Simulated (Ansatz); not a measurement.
# CH₄BBrOS: basis-set convergence

How large a basis does CH₄BBrOS need? Two functionals are run in growing sets.

Computed with Ansatz 0.2.0, Gaussian basis. Level: one geometry, several basis sets.

Plan: PBE0-D4/def2-SVP; ωB97M-V/def2-SVP; PBE0-D4/def2-QZVPP; ωB97M-V/def2-QZVPP; the functionals' def2-TZVPP values are taken from earlier runs.

## 1. The geometry

The geometry comes from an earlier relaxation with PBE0-D4 in a triple-zeta def2 set; it is a stationary point, not always the lowest conformer.

SMILES `COB(S)Br`, 9 atoms, charge 0, spin multiplicity 1.

Atoms are counted from 1 here; the program's logs count them from 0.

Bond lengths: C1–O2 1.418 Å, C1–H6 1.093 Å, C1–H7 1.089 Å, C1–H8 1.093 Å, O2–B3 1.338 Å, B3–S4 1.812 Å, B3–Br5 1.928 Å, S4–H9 1.340 Å. Angles: O2–C1–H6 110.7°, O2–C1–H7 107.4°, O2–C1–H8 110.7°, H6–C1–H7 109.4°, H6–C1–H8 109.3°, H7–C1–H8 109.4°, C1–O2–B3 122.1°, O2–B3–S4 121.7°, O2–B3–Br5 116.9°, S4–B3–Br5 121.4°, B3–S4–H9 95.8°.

## 2. PBE0-D4 in def2-SVP

The input, in.yaml:

```yaml
crystal:
  periodic: [false, false, false]
  atoms:
    - {symbol: C, position_ang: [0.525634, 0.144314, 1.364468]}
    - {symbol: O, position_ang: [-0.464020, 0.667255, 0.494065]}
    - {symbol: B, position_ang: [-0.612670, 0.226122, -0.760649]}
    - {symbol: S, position_ang: [0.443804, -1.078557, -1.442066]}
    - {symbol: Br, position_ang: [-2.004964, 1.043701, -1.815140]}
    - {symbol: H, position_ang: [0.372160, -0.925995, 1.525758]}
    - {symbol: H, position_ang: [0.434097, 0.669205, 2.313799]}
    - {symbol: H, position_ang: [1.525904, 0.307919, 0.954813]}
    - {symbol: H, position_ang: [-0.131447, -1.100164, -2.652247]}
basis:
  gaussian: {orbitals: def2-SVP}
hamiltonian: {xc: pbe0, dispersion: d4}
output: {orbitals: {seedname: orbitals}}
```

Further steps of the session: ωB97M-V in def2-SVP; PBE0-D4 in def2-QZVPP; ωB97M-V in def2-QZVPP.

Before running them: what should the planned runs give, taken together? Wanted: PBE0-D4: double and triple zeta above quadruple; ωB97M-V: double and triple zeta above quadruple.

As calculated:

```
                                       quantity           value
PBE0-D4: double and triple zeta above quadruple  18.47, 1.97 eV
ωB97M-V: double and triple zeta above quadruple  18.47, 1.89 eV
```

What this shows: For PBE0-D4 the step from double to triple zeta gains 16.50 eV and the next only 1.97 eV. Total energies overstate the basis error of differences, where much of it tends to cancel. The LUMO of ωB97M-V is positive and keeps falling with the basis (2.19 to 1.52 eV): an unbound level that the basis holds in place.
